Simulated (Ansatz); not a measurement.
# BH₄OPSi: how energies converge with the basis set

An exercise on one series of results from a longer session: the logs are not shown, and one member is left open.

Computed with Ansatz 0.2.0, Gaussian basis. Level: one geometry, several basis sets.

Levels to be run: PBE0-D4/def2-SVP; ωB97M-V/def2-SVP; PBE0-D4/def2-QZVPP; ωB97M-V/def2-QZVPP; the functionals' def2-TZVPP values are taken from earlier runs.

## The geometry

All runs share one geometry, relaxed beforehand with PBE0-D4 in a triple-zeta def2 set.

SMILES `B[SiH]1OP1`, 8 atoms, charge 0, spin multiplicity 1.

Atoms are counted from 1 here; the program's logs count them from 0.

Bond lengths: B1–Si2 1.946 Å, B1–H5 1.193 Å, B1–H6 1.194 Å, Si2–O3 1.687 Å, Si2–P4 2.189 Å, Si2–H7 1.480 Å, O3–P4 1.703 Å, P4–H8 1.436 Å. Angles: Si2–B1–H5 118.5°, Si2–B1–H6 121.0°, H5–B1–H6 120.0°, B1–Si2–O3 117.2°, B1–Si2–P4 106.3°, B1–Si2–H7 127.4°, O3–Si2–P4 50.1°, O3–Si2–H7 113.2°, P4–Si2–H7 117.1°, Si2–O3–P4 80.5°, Si2–P4–O3 49.5°, Si2–P4–H8 97.0°, O3–P4–H8 99.0°.

Geometry (Å):

```xyz
8

B    -0.65706    1.20110   -0.30080
Si    0.90746    0.05212   -0.15933
O     1.03086   -0.91497    1.21746
P     0.15207   -1.96945    0.20983
H    -1.43449    1.21954    0.60450
H    -0.90818    1.77720   -1.31642
H     2.18013    0.16995   -0.90570
H    -1.17870   -1.59259    0.59466
```

Set-up of the first run:

Contents of in.yaml:

```yaml
crystal:
  periodic: [false, false, false]
  atoms:
    - {symbol: B, position_ang: [-0.657061, 1.201100, -0.300797]}
    - {symbol: Si, position_ang: [0.907459, 0.052120, -0.159327]}
    - {symbol: O, position_ang: [1.030862, -0.914972, 1.217456]}
    - {symbol: P, position_ang: [0.152072, -1.969453, 0.209833]}
    - {symbol: H, position_ang: [-1.434486, 1.219544, 0.604505]}
    - {symbol: H, position_ang: [-0.908176, 1.777201, -1.316425]}
    - {symbol: H, position_ang: [2.180128, 0.169955, -0.905703]}
    - {symbol: H, position_ang: [-1.178696, -1.592594, 0.594658]}
basis:
  gaussian: {orbitals: def2-SVP}
hamiltonian: {xc: pbe0, dispersion: d4}
output: {orbitals: {seedname: orbitals}}
```

Command:

```bash
$ ansatz run in.yaml --threads 2 --pin off --events-out ev --progress --plain --max-ram 4352MiB
```

Among the steps run: PBE0-D4 in def2-SVP; ωB97M-V in def2-SVP; PBE0-D4 in def2-QZVPP; ωB97M-V in def2-QZVPP.

One table of the session follows, with a row left open; its other results are not shown here.

It belongs to the step «Density functionals: the series». 

| functional | basis | HOMO (eV) | LUMO (eV) |
| --- | --- | --- | --- |
| PBE0-D4 | def2-SVP | -7.16 | -2.70 |
| PBE0-D4 | def2-TZVPP | -7.15 | -2.74 |
| PBE0-D4 | def2-QZVPP | -7.16 | -2.75 |
| ωB97M-V | def2-SVP | -9.00 | -0.75 |
| ωB97M-V | def2-TZVPP | -9.03 | -0.88 |
| ωB97M-V | def2-QZVPP | ? | ? |

**Question.** Estimate the row for ωB97M-V, def2-QZVPP.

As computed: HOMO (eV): -9.04; LUMO (eV): -0.93. In the column «HOMO (eV)» it is the lowest.
